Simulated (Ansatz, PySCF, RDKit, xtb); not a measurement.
# SnNH2O−: from the formula to a structure

Given the formula SnNH2O− (charge -1) and nothing else, which arrangement of the atoms is the most stable in the gas at 298.15 K, and what are its properties?

Plan: many cheap relaxations first (GFN2-xTB), then density-functional screening, relaxation at BLYP-D3(BJ)/def2-SVPD, vibrations and a final energy. The numbers are computed, not measured.

6 further runs of the same task are left out: 6 set aside as unsound or not needed.

## (1) Drawing up candidates

All bonding patterns within simple valence rules are listed by program: one Lewis structure each, at most two rings and one unusual centre or charged pair. O–O, O–halogen and N–halogen bonds and N–N–N chains are not drawn. That gives 12 candidates.

| label | SMILES | spin |
| --- | --- | --- |
| c142 | [N-]1[O][SnH2]1 | singlet |
| c200 | [NH]=[SnH][O-] | singlet |
| c304 | [N-]=[SnH][OH] | singlet |
| c465 | [NH-][O][SnH] | singlet |
| c466 | [O-][NH][SnH] | singlet |
| c556 | [NH2][Sn-]=[O] | singlet |
| c559 | [NH]1[O][SnH-]1 | singlet |
| c606 | [O-][NH][SnH] | triplet |
| c648 | [NH-][O][SnH] | triplet |
| c765 | O[N]=[SnH-] | singlet |
| c794 | [O-][N]=[SnH2] | singlet |
| c986 | [NH]=[Sn-][OH] | singlet |

Candidates are built by distance geometry, with a force field where one applies, in up to four conformers (letters a to d). 6 starts with atoms placed at random are added, to find patterns that the rules miss.

**Question.** With final energies at CCSD(T)/def2-SVPD + MP2/def2-TZVPPD - MP2/def2-SVPD, which structure will this search put lowest in free energy, and by what margin?

| quantity | value |
| --- | --- |
| lowest structure found | [NH2][Sn-]=[O], singlet, C1 |
| next finalist | [NH]=[Sn-][OH], singlet, 2.1 kcal/mol higher in G |
| share at equilibrium, among the finalists | 97.0 % |
| harmonic wavenumbers, lowest and highest (BLYP-D3(BJ)/def2-SVPD) | 149 and 3482 cm⁻¹ |
| rotational constants, same geometry | 0.3794, 0.1917, 0.1276 cm⁻¹ |
| HOMO energy (PBE0/def2-TZVPD) | -0.88 eV |
| LUMO energy (PBE0/def2-TZVPD) | 3.19 eV |
| HOMO–LUMO gap (to an unbound level, set by the basis) (PBE0/def2-TZVPD) | 4.07 eV |
| lowest excitation (TD-CAM-B3LYP/def2-SVPD) | 2.89 eV (f = 0.012) |
| strongest of the states computed, same level | 5.03 eV (f = 0.059) |
| lowest triplet excitation, same level, Tamm-Dancoff | 2.32 eV |
| vertical detachment energy | 2.39 eV |
| vertical triplet less singlet | +1.96 eV |

`[NH2][Sn-]=[O]` comes out lowest. The margin, 2.1 kcal/mol, is modest. r2SCAN-D4/def2-SVPD, BLYP-D3(BJ)/def2-SVPD, HF/def2-SVPD and MP2/def2-SVPD already put its bonding pattern lowest among the structures in one piece. A large T1 diagnostic among the finalists warns that one reference determinant may not suffice. It concerns: the winner; the finalist [NH]=[Sn-][OH] (singlet). Spin-orbit coupling, which matters for elements this heavy, is left out. In an anion, excitations above the detachment energy lie in the continuum and hang on the basis, so they needn't be bound states. The search is not exhaustive (a finite list of starts, one conformer a finalist), so a lower isomer can't be ruled out.
